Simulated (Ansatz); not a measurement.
# Aluminium, hcp under BLYP: from relaxation to bulk modulus

The plan for aluminium in the hcp structure: relax it, solve it on a dense k-mesh, then scale the cell to 7 volumes from 88 to 112 % of the relaxed one and try a fit of the equation of state. Spin polarisation is left out. The k-meshes are 13×13×7 for the relaxation; 20×20×11 for the dense run; 14×14×7 for the volumes.

This is Al in the hcp structure; at room conditions it is fcc.

Computed with Ansatz 0.2.0 (DFT BLYP, plane waves (420 eV) with PAW, scalar-relativistic; the PAW data stem from PBE, with regenerated cores, unless a step says otherwise).

### Step 1. The system as given

It takes space group P6_3/mmc (No. 194, hexagonal). The conventional cell has a = 2.863 Å, b = 2.863 Å, c = 4.676 Å, α = 90.00°, β = 90.00°, γ = 120.00°. Around Al (site symmetry -6m2) lie 12 Al at 2.86 Å.

As a file:

```xyz
2
Lattice="2.8635 0.0000 0.0000 -1.4317 2.4798 0.0000 0.0000 0.0000 4.6761" Properties=species:S:1:pos:R:3 pbc="T T T"
Al    0.0000    1.6532    1.1690
Al    1.4317    0.8266    3.5070
```

### Step 2. Relaxation of the cell

input.yaml

```yaml
crystal:
  lattice:
    - [2.863481482, 0.0, 0.0]
    - [-1.431740741, 2.4798477067, 0.0]
    - [0.0, 0.0, 4.6760652602]
  atoms:
    - { symbol: Al, position: [0.3333333333, 0.6666666667, 0.25] }
    - { symbol: Al, position: [0.6666666667, 0.3333333333, 0.75] }
hamiltonian:
  xc: blyp
  pseudopotentials:
    kind: paw
    azcp:
      Al: "pseudopotentials/Al.paw.azcp"
basis:
  ecutwfc: 420
  fft_grid_basis: typed
kpoints:
  mp_grid: { grid: [13, 13, 7], shift: [0, 0, 0] }
magnetization:
  spin_polarized: false
scf:
  occupations: { method: fermi_dirac, width: 0.1 }
relax:
  max_steps: 60
  f_tol: 0.01
  cell: {}
```

Further steps of the session: The energy on a finer k-mesh; At 88 % of the relaxed volume; At 92 % of the relaxed volume; At 96 % of the relaxed volume; At 100 % of the relaxed volume; At 104 % of the relaxed volume; At 108 % of the relaxed volume; At 112 % of the relaxed volume.

Before running it: what results should come out? Wanted: space group; conventional cell; volume; shortest distance; gap on the mesh; relative to fcc; highest ELF outside the cores; V₀, B₀, B₀′.

The runs gave:

```
                      quantity                                   value
space group (spins left aside)                      P6_3/mmc (No. 194)
             conventional cell  a = 2.888 Å, c = 4.884 Å (c/a = 1.691)
                        volume                          17.637 Å³/atom
             shortest distance                                 2.888 Å
               gap on the mesh            none (levels filled in part)
               relative to fcc                            +31 meV/atom
 highest ELF outside the cores      0.66, 1.07 Å from the nearest atom
                   V₀, B₀, B₀′             17.638 Å³/atom, 53 GPa, 5.4
```

**Reading.** The relaxation enlarged the cell by 6.2 % in volume. It lies 31 meV/atom above the element's reference form at the same level (fcc, from a run of its own). No gap shows: it is a metal or semimetal at this level. The fitted modulus is 53 GPa; letting shape and positions relax at each volume could only lower it. The symmetry was held, so the structure may be unstable against distortions that break it.
